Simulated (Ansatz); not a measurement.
**F₂H₆N₂OSi₂: up Jacob's ladder to CCSD(T)**

One table from this session's results is given with a row withheld; the runs are named, their logs left out.

Program: Ansatz 0.2.0, Gaussian basis. Level of theory: functionals in def2-TZVPP, the program's frozen cores in correlated methods. These are calculated values, not measurements.

Levels to be run: PBE-D4, r2SCAN-D4, PBE0-D4, B3LYP-D4, ωB97X-V, ωB97M-V, B2PLYP; CCSD(T)/def2-TZVPP; MP2/def2-QZVPP; extrapolation to the limit.

## Structure used throughout

An earlier PBE0-D4 in a triple-zeta def2 set relaxation fixed the geometry.

SMILES `N[SiH](O)[Si](N)(F)F`, 13 atoms, charge 0, spin multiplicity 1.

Atoms are counted from 1 here; the program's logs count them from 0.

Bond lengths: N1–Si2 1.703 Å, N1–H8 1.006 Å, N1–H9 1.006 Å, Si2–O3 1.656 Å, Si2–Si4 2.344 Å, Si2–H10 1.481 Å, O3–H11 0.959 Å, Si4–N5 1.694 Å, Si4–F6 1.602 Å, Si4–F7 1.599 Å, N5–H12 1.008 Å, N5–H13 1.007 Å. Angles: Si2–N1–H8 124.0°, Si2–N1–H9 122.4°, H8–N1–H9 112.7°, N1–Si2–O3 117.6°, N1–Si2–Si4 104.5°, N1–Si2–H10 109.6°, O3–Si2–Si4 108.2°, O3–Si2–H10 102.3°, Si4–Si2–H10 115.1°, Si2–O3–H11 116.7°, Si2–Si4–N5 110.0°, Si2–Si4–F6 110.8°, Si2–Si4–F7 112.2°, N5–Si4–F6 107.2°, N5–Si4–F7 113.4°, F6–Si4–F7 102.9°, Si4–N5–H12 123.1°, Si4–N5–H13 119.7° and more.

The first run:

Input file in.yaml:

```yaml
crystal:
  periodic: [false, false, false]
  atoms:
    - {symbol: N, position_ang: [-0.518593, 1.617544, 1.483677]}
    - {symbol: Si, position_ang: [0.671034, 0.735146, 0.642942]}
    - {symbol: O, position_ang: [1.423565, -0.499184, 1.451196]}
    - {symbol: Si, position_ang: [-0.464103, -0.177322, -1.193422]}
    - {symbol: N, position_ang: [-0.046762, -1.808583, -1.382240]}
    - {symbol: F, position_ang: [-2.049054, -0.117843, -0.969720]}
    - {symbol: F, position_ang: [-0.258365, 0.689442, -2.520752]}
    - {symbol: H, position_ang: [-0.316394, 2.279823, 2.213475]}
    - {symbol: H, position_ang: [-1.498505, 1.401510, 1.416410]}
    - {symbol: H, position_ang: [1.803032, 1.626762, 0.302535]}
    - {symbol: H, position_ang: [0.865476, -1.214356, 1.762668]}
    - {symbol: H, position_ang: [-0.499404, -2.420273, -2.042930]}
    - {symbol: H, position_ang: [0.888073, -2.112677, -1.163829]}
basis:
  gaussian: {orbitals: def2-TZVPP}
hamiltonian: {xc: pbe, dispersion: d4}
output: {forces: true, orbitals: {seedname: orbitals}}
```

On the command line:

```console
$ ansatz run in.yaml --threads 2 --pin off --events-out ev --progress --plain --max-ram 22528MiB --backend cuda --devices 0, --max-vram 18GiB
```

Among the steps run: PBE-D4 (GGA); r2SCAN-D4 (meta-GGA); PBE0-D4 (hybrid); B3LYP-D4 (hybrid); ωB97X-V (range-separated); ωB97M-V (range-separated); B2PLYP (double hybrid); CCSD(T) in def2-TZVPP; MP2 in def2-QZVPP.

One table of the session follows, with a row left open; its other results are not shown here.

| method | atomisation energy (eV) |
| --- | --- |
| PBE-D4 | 52.293 |
| r2SCAN-D4 | 51.413 |
| PBE0-D4 | 51.045 |
| B3LYP-D4 | 51.501 |
| ωB97X-V | 51.853 |
| ωB97M-V | 51.770 |
| B2PLYP | 50.977 |
| HF/def2-TZVPP | 36.062 |
| MP2/def2-TZVPP | 51.266 |
| CCSD/def2-TZVPP | 49.169 |
| CCSD(T)/def2-TZVPP | 49.971 |
| MP2/CBS | 53.115 |
| CCSD(T)/CBS | ? |

Estimate the missing values for CCSD(T)/CBS.

**Answer.** atomisation energy (eV): 51.820. In the column «atomisation energy (eV)» it lies between ωB97M-V (51.770) and ωB97X-V (51.853).

To keep in mind: Free atoms (2 N, 2 Si, 1 O, 2 F, 6 H) were run apart at each level; the atomisation energy is their sum less the molecule, without zero-point or spin-orbit terms.
